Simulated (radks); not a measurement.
**Br²⁺ with its nuclear charge varied continuously**

One table from this session's results is given with a row withheld; the runs are named, their logs left out.

The numbers are computed with radks (a radial shooting solver on a logarithmic mesh, Libxc functionals) version 1 (Dirac Kohn-Sham, PBE, spin-unpolarised, spherical densities, finite nucleus; open shells fill j = l - 1/2 first), except any that are marked as measured or tabulated.

## What is computed

```
element            : bromine (Z = 35)
charge             : +2
electrons          : 33
configuration      : [Ar] 3d10 4s2 4p3
nuclear rms radius : 4.1629 fm
```

The first run:

Settings of this run:

```text
Z 35
configuration [Ar] 3d10 4s2 4p3
relativity Dirac
functional pbe,pbe
spin unpolarised
j_filling energy
nucleus finite rms 4.1629 fm
c 137.035999084
```

Steps of the session up to this table: Z = 35.

One table of the session follows, with a row left open; its other results are not shown here.

It belongs to the step «Z = 35». Sizes of the orbitals, from the radial functions (bohr):

```
level     <r>  outermost maximum (interpolated)  90 % within  nodes
3s1/2  0.5511                             0.484        0.821      2
3p1/2  0.5567                             0.475        0.850      1
3p3/2  0.5672                             0.484        0.866      1
3d3/2       ?                                 ?            ?      ?
3d5/2  0.5906                             0.432        0.973      0
4s1/2   1.591                              1.39         2.34      3
4p1/2   1.835                              1.56         2.74      2
4p3/2   1.865                              1.59         2.78      2
```

**Question.** Estimate the row for 3d3/2.

The run gave: <r>: 0.5866; outermost maximum (interpolated): 0.429; 90 % within: 0.966; nodes: 0. In the column «<r>» it lies between 3p3/2 (0.5672) and 3d5/2 (0.5906).
